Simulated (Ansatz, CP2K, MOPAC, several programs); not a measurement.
Energy against volume for In3SbAs2, ordered on the zincblende lattice (I-4m2) with 6 atoms a cell, at fixed shape and fractional coordinates, computed by several methods (PBE and r2SCAN, where shown, with plane waves in Ansatz); the cell shown is that of r2SCAN. With free coordinates or axes held, a curve is too stiff, and on another method's shape its minimum isn't the method's own volume. Space group I-4m2 (No. 119), tetragonal; a = 4.429 Å, c = 18.760 Å in the conventional setting, 30.66 Å³ an atom. As has 4 In at 2.67 Å; In has 4 As at 2.67 Å; In has 2 As at 2.67 Å and 2 Sb at 2.80 Å; Sb has 4 In at 2.80 Å. All values are calculated for a non-magnetic cell, which may be hypothetical. Energies count from each curve's lowest point; fits are third-order Birch-Murnaghan.

```cif
data_structure
_symmetry_space_group_name_H-M 'I-4m2'
_symmetry_Int_Tables_number 119
_cell_length_a 4.4286
_cell_length_b 4.4286
_cell_length_c 18.7602
_cell_angle_alpha 90.000
_cell_angle_beta 90.000
_cell_angle_gamma 90.000
_cell_volume 367.93
loop_
_atom_site_label
_atom_site_type_symbol
_atom_site_symmetry_multiplicity
_atom_site_Wyckoff_symbol
_atom_site_fract_x
_atom_site_fract_y
_atom_site_fract_z
_atom_site_occupancy
As1 As 4 e 0.00000 0.00000 0.17069 1
In1 In 2 c 0.00000 0.50000 0.25000 1
In2 In 4 f 0.50000 0.00000 0.40888 1
Sb1 Sb 2 b 0.50000 0.50000 0.00000 1
```

PBE/DZVP (CP2K), on the shape of the cell shown:
```tsv
V (Å³/atom)	E (meV/atom)
26.982	160.98
28.822	59.04
30.661	10.40
32.501	0.00
34.341	16.98
```
V₀ = 32.19 Å³ an atom and B₀ = 44 GPa.

Question: PBE/SZV (CP2K), on the shape of the cell shown, gives
```csv
V (Å³/atom),E (meV/atom)
26.982,221.36
28.822,93.55
30.661,25.01
32.501,0.00
34.341,6.53
```
What equilibrium volume and bulk modulus follow?

Answer: V₀ = 32.97 Å³ an atom and B₀ = 45 GPa.

PM7 (MOPAC), on the shape of the cell shown, as a cluster of 48 atoms at the zone centre:
```csv
V (Å³/atom),E (meV/atom)
26.982,18.48
28.822,0.00
30.661,40.65
32.501,127.44
34.341,247.42
```
V₀ = 28.40 Å³ an atom and B₀ = 85 GPa.

Question: r2SCAN, on the shape of its own relaxed cell, gives
```tsv
V (Å³/atom)	E (meV/atom)
28.822	20.16
29.741	4.81
30.661	0.00
31.581	4.16
32.501	15.90
```
What equilibrium volume and bulk modulus follow?

Answer: V₀ = 30.67 Å³ an atom and B₀ = 52 GPa.

light PBE (260 eV, its own mesh), on the shape of the cell shown:
```
V (Å³/atom)  E (meV/atom)
     28.208         80.53
     29.435         37.39
     30.661          7.75
     31.888          0.00
     33.114          0.49
     34.341         24.82
```
The points scatter about a smooth fit, as a low cutoff and a light mesh can make them, so no fit is quoted.
